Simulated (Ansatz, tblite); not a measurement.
# GeMe(NHMe)3 (C4H15GeN3): one state, many levels

An exercise on one series of results from a longer session: the logs are not shown, and one member is left open.

Computed with Ansatz 0.2.0, Gaussian basis. Level: as each input shows.

Plan: GFN1-xTB, GFN2-xTB, PBE-D4/def2-TZVP, r2SCAN-D4/def2-TZVP, BHLYP-D4/def2-TZVP, CAM-B3LYP-D4/def2-TZVP, B3LYP-D4/def2-TZVP, PBE+10HF/def2-SVP, PBE+15HF/def2-SVP, PBE+40HF/def2-SVP, PBE-D4/def2-SVP, PBE0-D4/def2-SVP, HF/6-31G, B3LYP-D4/6-31G, PBE0-D4/def2-TZVPD, PBE-D4/def2-TZVPD, BHLYP-D4/def2-TZVPD, MP2/def2-TZVP, RPA/def2-TZVP.

2 further runs of the same task are left out: 1 that didn't finish, 1 set aside as unsound or not needed.

**The structure**

The singlet was relaxed beforehand with PBE-D4/def2-SVP.

23 atoms, charge 0, spin multiplicity 1.

Bond lengths: Ge1–C2 1.964 Å, Ge1–N6 1.843 Å, Ge1–N12 1.857 Å, Ge1–N18 1.855 Å, C2–H3 1.109 Å, C2–H4 1.107 Å, C2–H5 1.107 Å, N6–C7 1.452 Å, N6–H8 1.024 Å, C7–H9 1.114 Å, C7–H10 1.109 Å, C7–H11 1.119 Å, N12–C13 1.451 Å, N12–H14 1.025 Å, C13–H15 1.120 Å, C13–H16 1.111 Å, C13–H17 1.113 Å, N18–C19 1.454 Å and more. Angles: C2–Ge1–N6 119.9°, C2–Ge1–N12 107.9°, C2–Ge1–N18 106.9°, N6–Ge1–N12 101.2°, N6–Ge1–N18 101.7°, N12–Ge1–N18 120.1°, Ge1–C2–H3 111.3°, Ge1–C2–H4 110.1°, Ge1–C2–H5 109.7°, H3–C2–H4 108.4°, H3–C2–H5 108.4°, H4–C2–H5 108.9°, Ge1–N6–C7 122.6°, Ge1–N6–H8 113.2°, C7–N6–H8 114.0°, N6–C7–H9 111.5°, N6–C7–H10 108.9°, N6–C7–H11 115.0° and more.

Geometry (Å):

```mol
C4H15GeN3
  3D, bonds by distance, orders not assigned

 23 22  0  0  0  0  0  0  0  0999 V2000
    0.0848   -0.2609    0.3202 Ge  0  0
   -0.0552   -0.3081    2.2787 C   0  0
   -1.1117   -0.3892    2.6046 H   0  0
    0.3750    0.6149    2.7136 H   0  0
    0.5002   -1.1818    2.6711 H   0  0
    1.7435   -0.1902   -0.4798 N   0  0
    2.6176    0.9636   -0.3686 C   0  0
    2.2359   -1.0878   -0.4657 H   0  0
    3.3036    1.0411   -1.2427 H   0  0
    1.9986    1.8841   -0.3574 H   0  0
    3.2551    0.9874    0.5509 H   0  0
   -0.6670    1.3321   -0.2660 N   0  0
   -1.9187    1.8485    0.2548 C   0  0
   -0.5758    1.4584   -1.2792 H   0  0
   -2.8437    1.3403   -0.1199 H   0  0
   -1.9351    1.7603    1.3619 H   0  0
   -2.0316    2.9328    0.0295 H   0  0
   -0.5652   -1.8807   -0.3067 N   0  0
   -0.7502   -2.0993   -1.7324 C   0  0
   -1.3259   -2.2710    0.2578 H   0  0
   -1.6757   -1.6460   -2.1691 H   0  0
    0.1121   -1.6633   -2.2788 H   0  0
   -0.7707   -3.1852   -1.9766 H   0  0
  1  2  8  0
  1  6  8  0
  1 12  8  0
  1 18  8  0
  2  3  8  0
  2  4  8  0
  2  5  8  0
  6  7  8  0
  6  8  8  0
  7  9  8  0
  7 10  8  0
  7 11  8  0
 12 13  8  0
 12 14  8  0
 13 15  8  0
 13 16  8  0
 13 17  8  0
 18 19  8  0
 18 20  8  0
 19 21  8  0
 19 22  8  0
 19 23  8  0
M  END
```

PBE0-D4/def2-TZVP was run before; its log isn't repeated, and its numbers join the tables.

The first run:

Tight binding, by tblite at 300 K electronic temperature and without a spin-polarisation term:

```python
tblite.interface.Calculator('GFN1-xTB', numbers, positions, charge=0, uhf=0).singlepoint()
```

Tight binding, by tblite at 300 K electronic temperature and without a spin-polarisation term:

```python
tblite.interface.Calculator('GFN2-xTB', numbers, positions, charge=0, uhf=0).singlepoint()
```

start.molden holds the orbitals of an earlier run on this state, given as this run's starting guess.

Input file in.yaml:

```yaml
crystal:
  periodic: [false, false, false]
  atoms:
    - {symbol: Ge, position_ang: [0.084828, -0.260905, 0.320236]}
    - {symbol: C, position_ang: [-0.055161, -0.308126, 2.278678]}
    - {symbol: H, position_ang: [-1.111655, -0.389163, 2.604571]}
    - {symbol: H, position_ang: [0.375002, 0.614880, 2.713603]}
    - {symbol: H, position_ang: [0.500156, -1.181804, 2.671094]}
    - {symbol: N, position_ang: [1.743534, -0.190197, -0.479850]}
    - {symbol: C, position_ang: [2.617574, 0.963645, -0.368647]}
    - {symbol: H, position_ang: [2.235899, -1.087827, -0.465743]}
    - {symbol: H, position_ang: [3.303582, 1.041085, -1.242676]}
    - {symbol: H, position_ang: [1.998579, 1.884147, -0.357360]}
    - {symbol: H, position_ang: [3.255069, 0.987354, 0.550873]}
    - {symbol: N, position_ang: [-0.666972, 1.332150, -0.265954]}
    - {symbol: C, position_ang: [-1.918733, 1.848490, 0.254778]}
    - {symbol: H, position_ang: [-0.575819, 1.458350, -1.279241]}
    - {symbol: H, position_ang: [-2.843717, 1.340297, -0.119935]}
    - {symbol: H, position_ang: [-1.935051, 1.760300, 1.361877]}
    - {symbol: H, position_ang: [-2.031599, 2.932761, 0.029534]}
    - {symbol: N, position_ang: [-0.565182, -1.880687, -0.306706]}
    - {symbol: C, position_ang: [-0.750153, -2.099263, -1.732365]}
    - {symbol: H, position_ang: [-1.325903, -2.271033, 0.257783]}
    - {symbol: H, position_ang: [-1.675677, -1.645982, -2.169108]}
    - {symbol: H, position_ang: [0.112083, -1.663322, -2.278808]}
    - {symbol: H, position_ang: [-0.770694, -3.185150, -1.976614]}
basis:
  gaussian: {orbitals: def2-TZVP, initial_orbitals: start.molden}
hamiltonian: {xc: pbe, dispersion: d4}
scf: {omitted_lower_state_checks: [starts]}
output: {orbitals: {seedname: orbitals}}
```

Command:

```bash
> ansatz run in.yaml --threads 4 --pin off --events-out ev --progress --plain --max-ram 4787MiB
```

Steps of the session up to this table: PBE-D4/def2-TZVP; r2SCAN-D4/def2-TZVP; BHLYP-D4/def2-TZVP; CAM-B3LYP-D4/def2-TZVP; B3LYP-D4/def2-TZVP; PBE+10HF/def2-SVP; PBE+15HF/def2-SVP; PBE+40HF/def2-SVP; PBE-D4/def2-SVP; PBE0-D4/def2-SVP; HF/6-31G; B3LYP-D4/6-31G; PBE0-D4/def2-TZVPD; PBE-D4/def2-TZVPD; BHLYP-D4/def2-TZVPD; MP2/def2-TZVP; RPA/def2-TZVP.

One table of the session follows, with a row left open; its other results are not shown here.

It belongs to the step «Binding energy». 

```
                 level  binding an atom (eV)
              HF/6-31G                 2.531
          HF/def2-TZVP                 2.683
       PBE-D4/def2-SVP                 3.883
      PBE-D4/def2-TZVP                 3.859
     PBE-D4/def2-TZVPD                 3.863
   r2SCAN-D4/def2-TZVP                     ?
        B3LYP-D4/6-31G                 3.719
    B3LYP-D4/def2-TZVP                 3.794
      PBE0-D4/def2-SVP                 3.820
     PBE0-D4/def2-TZVP                 3.794
    PBE0-D4/def2-TZVPD                 3.797
    BHLYP-D4/def2-TZVP                 3.686
   BHLYP-D4/def2-TZVPD                 3.689
CAM-B3LYP-D4/def2-TZVP                 3.809
         MP2/def2-TZVP                 3.674
```

Estimate the missing values for r2SCAN-D4/def2-TZVP.

The run gave: binding an atom (eV): 3.774. In the column «binding an atom (eV)» it lies between B3LYP-D4/6-31G (3.719) and B3LYP-D4/def2-TZVP (3.794).

To keep in mind: Free atoms were run apart at each level; binding is atoms less cluster, divided by the number of atoms, without zero-point or spin-orbit terms.
